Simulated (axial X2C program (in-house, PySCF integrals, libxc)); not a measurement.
**YbN⁺: properties at the nuclei**

Wanted for YbN⁺: properties at the nuclei, at the two-component level.

The runs use an in-house X2C program for linear molecules on PySCF integrals; two-component X2C with atomic mean-field terms, Yb dyall-cv3z, N dyall-av3z.

All values are calculated.

**1. The job**

task.json reads:

```json
{
 "zs": [
  70,
  7
 ],
 "q": 1,
 "bas": [
  "dyall-cv3z",
  "dyall-av3z"
 ],
 "r0": 1.89,
 "levels": [
  "PBE0",
  "HF",
  "BHandHLYP",
  "B3LYP",
  "BP86"
 ],
 "nst": 3
}
```

Keys: zs atomic numbers; q charge; bas basis sets; r0 starting distance in Å; levels methods (HF also brings MP2); nst determinants followed.

Launch:

```console
> python soeom.py task.json out
```

Further steps of the session: Expectation values, lowest determinant; Expectation values, a higher determinant; Expectation values, a higher determinant.

What does the calculation give? Wanted: lowest determinant; Eeff magnitude; Ws magnitude Yb; A∥/gI Yb; qzz Yb; higher determinant (for each run or level that gives them).

**Answer**, as computed:

| quantity | value |
| --- | --- |
| lowest determinant | Ω = 1 (excess of +ω over −ω: ω = -1/2, ω = 3/2) |
| Eeff magnitude (GV/cm), PBE0 | 1.42 |
| Ws magnitude Yb (kHz), PBE0 | 1.8 |
| A∥/gI Yb (MHz), PBE0 | -444 |
| qzz Yb (a.u.), PBE0 | -3.79 |
| higher determinant | Ω = 2 (excess of +ω over −ω: ω = 1/2, ω = 3/2) |
| Eeff magnitude (GV/cm), PBE0, higher determinant | 15.3 |
| Ws magnitude Yb (kHz), PBE0, higher determinant | 7.21 |
| A∥/gI Yb (MHz), PBE0, higher determinant | 710 |
| qzz Yb (a.u.), PBE0, higher determinant | -2.45 |
| higher determinant | Ω = 1 (excess of +ω over −ω: 2 × ω = 1/2) |
| Eeff magnitude (GV/cm), PBE0, higher determinant | 17.2 |
| Ws magnitude Yb (kHz), PBE0, higher determinant | 15.8 |
| A∥/gI Yb (MHz), PBE0, higher determinant | 1580 |
| qzz Yb (a.u.), PBE0, higher determinant | -2.08 |

In words: In the first state, the effective field runs from 0.145 to 3.85 GV/cm over the mean-field levels, so the levels don't agree on it. The expectation values come from single determinants, which for open shells can mix terms of unlike spin or miss the lowest Ω, so a determinant need not be a state. Eeff is the effective electric field on the electron dipole moment in this Ω state and Ws the scalar–pseudoscalar constant (defined with the proton number Z and per Ω); A∥ is the parallel hyperfine constant, which follows by multiplying with the nuclear g factor gI = μI/(I μN); qzz is the electric field gradient, eQq0 = 234.96 MHz × Q/barn × qzz. The operators were transformed with the bare-nucleus X2C matrices. A second determinant lies within 0.1 eV of the first, so their order is not settled at this level.
